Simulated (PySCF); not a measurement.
# CH3BrCl2Si (SMILES [SiH3]C(Cl)(Cl)Br) at 6 levels

Aim: a comparison of 6 runs (HF/3-21G, HF/def2-SVP, PBE0/STO-3G, B3LYP/6-31G*, PBE/cc-pVDZ, PBE0/def2-SVP) of CH3BrCl2Si. 

The results are computed with PySCF 2.14.0.

## Step 1: The structure to begin with

The species is CH3BrCl2Si (8 atoms), meant as a singlet with charge 0. As SMILES, `[SiH3]C(Cl)(Cl)Br`. Geometry: relaxed at GFN2-xTB.

Bond lengths: Si1–C2 1.941 Å, C2–Cl3 1.773 Å, C2–Cl4 1.773 Å, C2–Br5 1.970 Å, Si1–H6 1.458 Å, Si1–H7 1.458 Å, Si1–H8 1.458 Å. Some angles: Si1–C2–Cl3 110.4°, Si1–C2–Cl4 110.5°, Si1–C2–Br5 109.1°, Cl3–C2–Cl4 109.1°, Cl3–C2–Br5 108.9°, Cl4–C2–Br5 108.7°, C2–Si1–H6 104.8°, C2–Si1–H7 104.4°, C2–Si1–H8 105.0°, H6–Si1–H7 114.0°.

## Step 2: Energy and gradient at HF/3-21G (run 1)

Contents of calc.py:

```python
from pyscf import gto

mol = gto.Mole()
mol.atom = [
    ('Si', (-0.349610, -0.463900, 0.895250)),
    ('C', (0.317830, 0.340460, -0.739710)),
    ('Cl', (2.059600, 0.646940, -0.611610)),
    ('Cl', (0.015750, -0.724240, -2.125360)),
    ('Br', (-0.610880, 2.051360, -1.041950)),
    ('H', (-0.042050, 0.505720, 1.939620)),
    ('H', (0.388900, -1.715050, 1.011710)),
    ('H', (-1.779540, -0.641280, 0.672050)),
]
mol.basis = '3-21g'
mol.charge = 0
mol.verbose = 4
mol.max_memory = 1860
mol.build()

mf = mol.RHF()
mf.conv_tol = 1e-10
mf.kernel()
if not mf.converged:
    mf = mf.newton().run(mf.mo_coeff, mf.mo_occ)

e_final = mf.e_tot
print('Final energy', e_final)
grad = mf.nuc_grad_method().kernel()
dip = mf.dip_moment()
pop, q = mf.mulliken_pop()
```

Launch:

```bash
$ OMP_NUM_THREADS=1 python calc.py
```

Standard output:

```text
PySCF version 2.14.0

[... 64 lines left out ...]
converged SCF energy = -3801.38922433697
Final energy -3801.389224336967
[... 11 lines left out ...]
Dipole moment(X, Y, Z, Debye): -1.22900, -0.66212,  2.26701
[... 85 lines left out ...]
charge of    7H =     -0.16250
```

Wall time 4.2 s (1 thread of Intel Xeon Platinum 8488C (Sapphire Rapids), shared host); peak memory 0.15 GiB.

## Step 3: Energy and forces at HF/def2-SVP (run 2)

Contents of input.xyz:

```xyz
8

Si    -0.349610    -0.463900     0.895250
C      0.317830     0.340460    -0.739710
Cl     2.059600     0.646940    -0.611610
Cl     0.015750    -0.724240    -2.125360
Br    -0.610880     2.051360    -1.041950
H     -0.042050     0.505720     1.939620
H      0.388900    -1.715050     1.011710
H     -1.779540    -0.641280     0.672050
```

Contents of run.py:

```python
import pyscf.grad
from pyscf import gto, scf

molecule = gto.M(
    atom='input.xyz',
    charge=0,
    verbose=3,
    max_memory=1860,
    basis='def2-svp',
    spin=0,
)

mf = scf.RHF(molecule)
mf.conv_tol = 1e-10
mf.kernel()
if not mf.converged:
    mf = mf.newton().run(mf.mo_coeff, mf.mo_occ)

energy = mf.e_tot
print(f'total energy: {energy:.8f} hartree')
grad = mf.Gradients().kernel()
dip = mf.dip_moment()
pop, q = mf.mulliken_pop()
```

Launch:

```bash
$ OMP_NUM_THREADS=1 python run.py
```

Standard output:

```text
converged SCF energy = -3819.19737080825
total energy: -3819.19737081 hartree
[... 8 lines left out ...]
Dipole moment(X, Y, Z, Debye): -0.69527, -0.90859,  1.76989
[... 124 lines left out ...]
charge of    7H =     -0.10905
```

Run time: 14 s. Hardware: 1 thread of Intel Xeon Platinum 8488C (Sapphire Rapids), shared host; peak memory 0.28 GiB.

Run 3 isn't shown in full; the table further down has it.

## Step 4: Energy and forces at B3LYP/6-31G(d) (spherical functions) (run 4)

Contents of calc.py:

```python
from pyscf import gto, dft

mol = gto.M(
    atom=[
    ('Si', (-0.349610, -0.463900, 0.895250)),
    ('C', (0.317830, 0.340460, -0.739710)),
    ('Cl', (2.059600, 0.646940, -0.611610)),
    ('Cl', (0.015750, -0.724240, -2.125360)),
    ('Br', (-0.610880, 2.051360, -1.041950)),
    ('H', (-0.042050, 0.505720, 1.939620)),
    ('H', (0.388900, -1.715050, 1.011710)),
    ('H', (-1.779540, -0.641280, 0.672050)),
],
    max_memory=1860,
    verbose=4,
    basis='6-31g*',
)

ks = dft.RKS(mol, xc='b3lyp')
ks.grids.level = 5
ks.conv_tol = 1e-10
ks.kernel()
if not ks.converged:
    ks = ks.newton().run(ks.mo_coeff, ks.mo_occ)

etot = ks.e_tot
print('Final energy', etot)
grad = ks.nuc_grad_method().kernel()
ks.analyze()
```

Launch:

```bash
$ OMP_NUM_THREADS=1 python calc.py
```

Standard output:

```text
PySCF version 2.14.0

[... 77 lines left out ...]
Final energy -3823.6346899898767
[... 28 lines left out ...]
MO #8   energy= -56.344058423882   occ= 2
[... 13 lines left out ...]
MO #22  energy= -5.30939852641721  occ= 2
[... 13 lines left out ...]
MO #36  energy= -0.474382869590915 occ= 2
[... 13 lines left out ...]
MO #50  energy= 0.00871431069742998 occ= 0
[... 13 lines left out ...]
MO #64  energy= 0.422097184377751  occ= 0
[... 13 lines left out ...]
MO #78  energy= 0.675806129018843  occ= 0
[... 13 lines left out ...]
MO #92  energy= 1.11844709304343   occ= 0
[... 13 lines left out ...]
MO #106 energy= 4.94415316658624   occ= 0
[... 117 lines left out ...]
Dipole moment(X, Y, Z, Debye): -0.62058, -0.91676,  1.67667
```

Run time: 54 s. Hardware: 1 thread of Intel Xeon Platinum 8488C (Sapphire Rapids), shared host; peak memory 1.1 GiB.

Run 5 isn't shown in full; the table further down has it.

## Step 5: Energy and forces at PBE0/def2-SVP (run 6)

Contents of run.py:

```python
# [SiH3]C(Cl)(Cl)Br
import pyscf.grad
from pyscf import gto, dft

mol = gto.M(
    atom='''
Si      -0.349610      -0.463900       0.895250
C        0.317830       0.340460      -0.739710
Cl       2.059600       0.646940      -0.611610
Cl       0.015750      -0.724240      -2.125360
Br      -0.610880       2.051360      -1.041950
H       -0.042050       0.505720       1.939620
H        0.388900      -1.715050       1.011710
H       -1.779540      -0.641280       0.672050
''',
    max_memory=1860,
    basis='def2-svp',
    verbose=3,
)

mf = dft.RKS(mol, xc='pbe0')
mf.conv_tol = 1e-10
mf.grids.level = 5
mf.kernel()
if not mf.converged:
    mf = mf.newton().run(mf.mo_coeff, mf.mo_occ)

energy = mf.e_tot
print('E = %.10f Eh' % energy)
grad = mf.Gradients().kernel()
mf.analyze()
```

Launch:

```bash
$ OMP_NUM_THREADS=1 python run.py
```

Standard output:

```text
converged SCF energy = -3822.44183288549
[... 12 lines left out ...]
MO #3   energy= -101.700076417267  occ= 2
[... 13 lines left out ...]
MO #17  energy= -7.28331480202067  occ= 2
[... 13 lines left out ...]
MO #31  energy= -0.949167541915489 occ= 2
[... 13 lines left out ...]
MO #45  energy= -0.301049384461222 occ= 2
[... 13 lines left out ...]
MO #59  energy= 0.356462314694599  occ= 0
[... 13 lines left out ...]
MO #73  energy= 0.643458236757954  occ= 0
[... 13 lines left out ...]
MO #87  energy= 0.916865862076513  occ= 0
[... 13 lines left out ...]
MO #101 energy= 1.73527053848571   occ= 0
[... 13 lines left out ...]
MO #115 energy= 3.77823456803282   occ= 0
[... 9 lines left out ...]
Dipole moment(X, Y, Z, Debye): -0.53872, -0.78512,  1.44631
```

It took 44 s on 1 thread of Intel Xeon Platinum 8488C (Sapphire Rapids), shared host; peak memory 1.2 GiB.

## Step 6: The series

| run | level | integration grid | energy (Eh) | dipole moment (D) | HOMO energy (eV) | LUMO energy (eV) | wall time |
| --- | --- | --- | --- | --- | --- | --- | --- |
| 1 | HF/3-21G | – | -3801.389224 | 2.66 | -11.15 | 2.37 | 4.2 s |
| 2 | HF/def2-SVP | – | -3819.197371 | 2.11 | -11.16 | 2.73 | 14 s |
| 3 | PBE0/STO-3G | 5 | -3781.310456 | 2.95 | -5.75 | 2.28 | 17 s |
| 4 | B3LYP/6-31G* (spherical functions) | 5 | -3823.634690 | 2.01 | -7.98 | -1.66 | 54 s |
| 5 | PBE/cc-pVDZ | 5 | -3822.948412 | 1.62 | -6.84 | -2.26 | 50 s |
| 6 | PBE0/def2-SVP | 5 | -3822.441833 | 1.73 | -8.16 | -1.15 | 44 s |

## Step 7: Outcome

```
                       quantity           value
            run 6: total energy  -3822.44183 Eh
           run 6: dipole moment          1.73 D
             run 6: HOMO energy        -8.16 eV
             run 6: LUMO energy        -1.15 eV
           run 6: HOMO–LUMO gap         7.00 eV
run 6: largest force on an atom      1.286 eV/Å
```

**Reading.** The dipole moment (its size) runs from 1.62 D (PBE/cc-pVDZ) to 2.95 D (PBE0/STO-3G). The two ends differ in method and basis. The HOMO–LUMO gap runs from 4.58 eV (PBE/cc-pVDZ) to 13.89 eV (HF/def2-SVP). Totals of different functionals can't be ranked against each other. In run 3 the basis is minimal, so the values are rough. All runs together took 3 min, the longest 54 s.
